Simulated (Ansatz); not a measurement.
**GeH₃ (doublet): from Hartree-Fock to the top rungs, aug-cc-pVTZ**

An exercise on one series of results from a longer session: the logs are not shown, and one member is left open.

The runs use Ansatz 0.2.0, Gaussian basis; aug-cc-pVTZ, core rule «outside noble gas», up to 14 orbitals frozen.

Plan: UHF; CCSD(T) on ROHF; CCSD(T) on UHF; BCCD(T) on ROHF; CCSDT(Q) on ROHF; CCSDT(Q) on UHF; CASSCF and NEVPT2, 7 electrons in 7 orbitals.

4 further runs of the same task are left out: 1 for a known fault of the program, 3 set aside as unsound or not needed.

## The geometry

The geometry is a PBE0/def2-TZVPD stationary point (not a proven minimum) of the parent state, kept for this charge and spin. No spin-orbit coupling is included. The filled d shell of Ge may be among the frozen orbitals whatever the setting's name suggests; the logs give the count.

4 atoms, charge 0, spin multiplicity 2.

Atoms are counted from 1 here; the program's logs count them from 0.

Bond lengths: Ge1–H2 1.615 Å, Ge1–H3 1.615 Å, Ge1–H4 1.615 Å. Angles: H2–Ge1–H3 92.6°, H2–Ge1–H4 92.6°, H3–Ge1–H4 92.6°.

The first run:

The input, in.yaml:

```yaml
crystal:
  periodic: [false, false, false]
  atoms:
    - {symbol: Ge, position_ang: [0.000190, 0.000006, -0.035544]}
    - {symbol: H, position_ang: [1.343272, 0.009089, 0.861072]}
    - {symbol: H, position_ang: [-0.686473, 1.162532, 0.850402]}
    - {symbol: H, position_ang: [-0.670496, -1.172025, 0.850119]}
basis:
  gaussian: {orbitals: aug-cc-pVTZ}
magnetization: {spin_polarized: true, initial_magnetization: 1}
hamiltonian: {xc: hf}
output: {orbitals: {seedname: orbitals}}
```

Launch:

```bash
$ ansatz run in.yaml --threads 1 --pin off --events-out ev --progress --plain --max-ram 4096MiB --backend cpu
```

Steps of the session up to this table: UHF; CCSD(T) on ROHF; CCSD(T) on UHF; BCCD(T) on ROHF; CCSDT(Q) on ROHF; CCSDT(Q) on UHF; CASSCF and NEVPT2, 7 electrons in 7 orbitals.

One of the session's tables, all rows but one given; the rest of the session is left out.

| method | from UCCSDT(Q) (kJ/mol) |
| --- | --- |
| ROHF | +396.0 |
| UHF | +390.9 |
| RMP2 | +82.3 |
| UMP2 | +81.6 |
| RCCSD | +14.0 |
| UCCSD | +13.4 |
| RCCSD(T) | +3.2 |
| UCCSD(T) | ? |
| BCCD(T) | +3.1 |
| RCCSDT | +0.9 |
| UCCSDT | +0.3 |
| RCCSDT(Q) | +0.6 |
| UCCSDT(Q) | 0 |
| CASSCF valence | +258.5 |
| NEVPT2 valence | +73.2 |

Q: Estimate the row for UCCSD(T) from the others.

**Answer.** from UCCSDT(Q) (kJ/mol): +2.6. In the column «from UCCSDT(Q) (kJ/mol)» it lies between RCCSDT (+0.9) and BCCD(T) (+3.1).

Among the levels timed on like hardware and quicker than the yardstick, those that no quicker one beats, quickest first: BCCD(T) (6 s, +3.1 kJ/mol); UCCSD(T) (15 s, +2.6 kJ/mol); RCCSDT(Q) (23 s, +0.6 kJ/mol).

Caveats from the session: Restricted and unrestricted rows rest on different reference determinants; where their highest levels disagree by more than a few hundredths of an eV, they describe different states and don't form one ladder.
